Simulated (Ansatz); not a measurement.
# Si: the cost of one run

Program: Ansatz 0.2.0. Level of theory: DFT PBE+D3(BJ), plane waves, PAW, scalar-relativistic, no spin polarisation. These are calculated values, not measurements.

## 1. The system as given

The cell holds 17 atoms (Si17): a = 7.679 Å, b = 7.679 Å, c = 7.679 Å, α = 60.00°, β = 60.00°, γ = 60.00°.

Coordinates:

```
Si
1.0
     0.00000    5.43000    5.43000
     5.43000    0.00000    5.43000
     5.43000    5.43000    0.00000
Si
17
Direct
  0.00000 0.00000 0.00000
  0.12500 0.12500 0.12500
  0.00000 0.00000 0.50000
  0.12500 0.12500 0.62500
  0.00000 0.50000 0.00000
  0.12500 0.62500 0.12500
  0.00000 0.50000 0.50000
  0.12500 0.62500 0.62500
  0.50000 0.00000 0.00000
  0.62500 0.12500 0.12500
  0.50000 0.00000 0.50000
  0.62500 0.12500 0.62500
  0.50000 0.50000 0.00000
  0.62500 0.62500 0.12500
  0.50000 0.50000 0.50000
  0.62500 0.62500 0.62500
  0.25425 0.73586 0.76118
```

## 2. Relaxing end A

input.yaml

```yaml
crystal:
  lattice:
    - [0.0, 5.43, 5.43]
    - [5.43, 0.0, 5.43]
    - [5.43, 5.43, 0.0]
  atoms:
    - { symbol: Si, position: [0.0, 0.0, 0.0] }
    - { symbol: Si, position: [0.125, 0.125, 0.125] }
    - { symbol: Si, position: [0.0, 0.0, 0.5] }
    - { symbol: Si, position: [0.125, 0.125, 0.625] }
    - { symbol: Si, position: [0.0, 0.5, 0.0] }
    - { symbol: Si, position: [0.125, 0.625, 0.125] }
    - { symbol: Si, position: [0.0, 0.5, 0.5] }
    - { symbol: Si, position: [0.125, 0.625, 0.625] }
    - { symbol: Si, position: [0.5, 0.0, 0.0] }
    - { symbol: Si, position: [0.625, 0.125, 0.125] }
    - { symbol: Si, position: [0.5, 0.0, 0.5] }
    - { symbol: Si, position: [0.625, 0.125, 0.625] }
    - { symbol: Si, position: [0.5, 0.5, 0.0] }
    - { symbol: Si, position: [0.625, 0.625, 0.125] }
    - { symbol: Si, position: [0.5, 0.5, 0.5] }
    - { symbol: Si, position: [0.625, 0.625, 0.625] }
    - { symbol: Si, position: [0.2542548, 0.7358569, 0.761182] }
basis:
  ecutwfc: 420.0
kpoints:
  mp_grid: { grid: [2, 2, 2] }
hamiltonian:
  xc: pbe
  dispersion: d3bj
  pseudopotentials: { kind: paw, azcp: { folder: soft_1 } }
scf:
  occupations: { method: fermi_dirac, width: 0.05 }
  lower_state_search: "off"
relax:
  f_tol: 0.03
  max_steps: 60
  adjacent_minimum: "off"
```

Command:

```console
ansatz run input.yaml --threads 1 --pin off --max-ram 3072MiB --backend cpu --events-out ev --progress --plain --runs-dir out
```

**Question.** How long does this run take on 1 thread of Arm Neoverse V2, shared host, and how much memory does it need?

About 16 s, with a peak of 0.5 GiB.
